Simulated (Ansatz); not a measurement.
# Cu2: one species, many methods

An exercise on one series of results from a longer session: the logs are not shown, and one member is left open.

Method: functionals in def2-TZVPP, the program's frozen cores in correlated methods; program: Ansatz 0.2.0, Gaussian basis.

The runs, in order: LDA (SPW92), PBE-D4, revPBE-D4, BLYP-D4, r2SCAN-D4, B97M-V, PBE0-D4, B3LYP-D4, r2SCANh-D4, r2SCAN0-D4, HSE06-D4, BHLYP-D4, CAM-B3LYP-D4, LC-ωPBE, ωB97X-V, ωB97M-V, B2PLYP, PBE-QIDH; CCSD(T)/def2-SVP; CCSD(T)/def2-TZVPP; CCSD(T)/def2-QZVPP; extrapolation to the limit; RPA on PBE.

**Structure used throughout**

The geometry comes from an earlier relaxation with PBE0-D4 in a triple-zeta def2 set; it is a stationary point.

SMILES `[Cu][Cu]`, 2 atoms, charge 0, spin multiplicity 1.

Atoms are counted from 1 here; the program's logs count them from 0.

Bond lengths: Cu1–Cu2 2.285 Å.

The first run:

Contents of in.yaml:

```yaml
crystal:
  periodic: [false, false, false]
  atoms:
    - {symbol: Cu, position_ang: [0.000000, 0.000000, -0.032437]}
    - {symbol: Cu, position_ang: [-0.000000, -0.000000, 2.252137]}
basis:
  gaussian: {orbitals: def2-TZVPP}
hamiltonian: {xc: lda}
output: {orbitals: {seedname: orbitals}}
```

On the command line:

```sh
ansatz run in.yaml --threads 4 --pin off --events-out ev --progress --plain --max-ram 10444MiB
```

Steps of the session up to this table: LDA; PBE-D4 (GGA); revPBE-D4 (GGA); BLYP-D4 (GGA); r2SCAN-D4 (meta-GGA); B97M-V (meta-GGA); B3LYP-D4 (hybrid); r2SCANh-D4 (hybrid); r2SCAN0-D4 (hybrid); HSE06-D4 (hybrid); BHLYP-D4 (hybrid); CAM-B3LYP-D4 (range-separated); LC-ωPBE (range-separated); ωB97X-V (range-separated); ωB97M-V (range-separated); B2PLYP (double hybrid); PBE-QIDH (double hybrid).

One table of the session follows, with a row left open; its other results are not shown here.

It belongs to the step «Frontier levels by functional». 

```
  functional  HOMO (eV)  LUMO (eV)  gap (eV)
 LDA (SPW92)      -5.15      -3.31      1.84
      PBE-D4      -4.85      -3.07      1.78
   revPBE-D4      -4.75      -2.97      1.78
     BLYP-D4      -4.82      -3.11      1.70
   r2SCAN-D4      -4.86      -2.76      2.10
      B97M-V      -5.09      -3.08      2.01
     PBE0-D4      -5.72      -2.12      3.60
    B3LYP-D4      -5.74      -2.50      3.23
  r2SCANh-D4      -5.41      -2.42      2.99
  r2SCAN0-D4      -5.76      -1.94      3.82
    HSE06-D4      -5.33      -2.46      2.86
    BHLYP-D4      -6.16      -1.40      4.76
CAM-B3LYP-D4      -6.85      -1.41      5.44
     LC-ωPBE      -7.73      -0.25      7.48
     ωB97X-V      -7.51      -0.37      7.14
     ωB97M-V          ?          ?         ?
```

Q: Estimate the row for ωB97M-V from the others.

The run gave: HOMO (eV): -7.51; LUMO (eV): -0.58; gap (eV): 6.93.
